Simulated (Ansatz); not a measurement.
ScRu3, 4 atoms in the cell. The structure is cubic, space group Pm-3m (No. 221). The conventional cell has a = 3.938 Å, b = 3.938 Å, c = 3.938 Å, α = 90.00°, β = 90.00°, γ = 90.00°. Ru (site symmetry 4/mmm) is surrounded by 8 Ru at 2.78 Å and 4 Sc at 2.78 Å. Around Sc (site symmetry m-3m) lie 12 Ru at 2.78 Å. The cell comes from a database or a generator and needn't be the stable form of this composition.

| Quantity | Value |
| --- | --- |
| Program | Ansatz 0.2.0 |
| Task | single point |
| Functional | PBE |
| Potentials or basis | PseudoDojo standard (PBE files) |
| Cutoff | 1143 eV |
| Density cutoff | 4572 eV |
| k mesh | 7 × 7 × 7 |
| Occupations | fermi-dirac, width 0.05 eV |
| Spin | no spin polarisation |

Potentials or basis: PseudoDojo standard (PBE files).

Command:

```sh
$ ansatz run input.yaml --threads 2 --pin off --max-ram 5632MiB --backend cpu --events-out ev --progress --plain --runs-dir out
```

Hardware: 2 threads of Arm Neoverse V1 (shared host).

**Question.** Estimate the wall time of this run.

**Answer.** Run time: 5.3 s on 2 threads of Arm Neoverse V1 (shared host), peak memory 0.46 GiB. Counts: scf iterations 11, plane waves 5377, k points 20, bands 36.
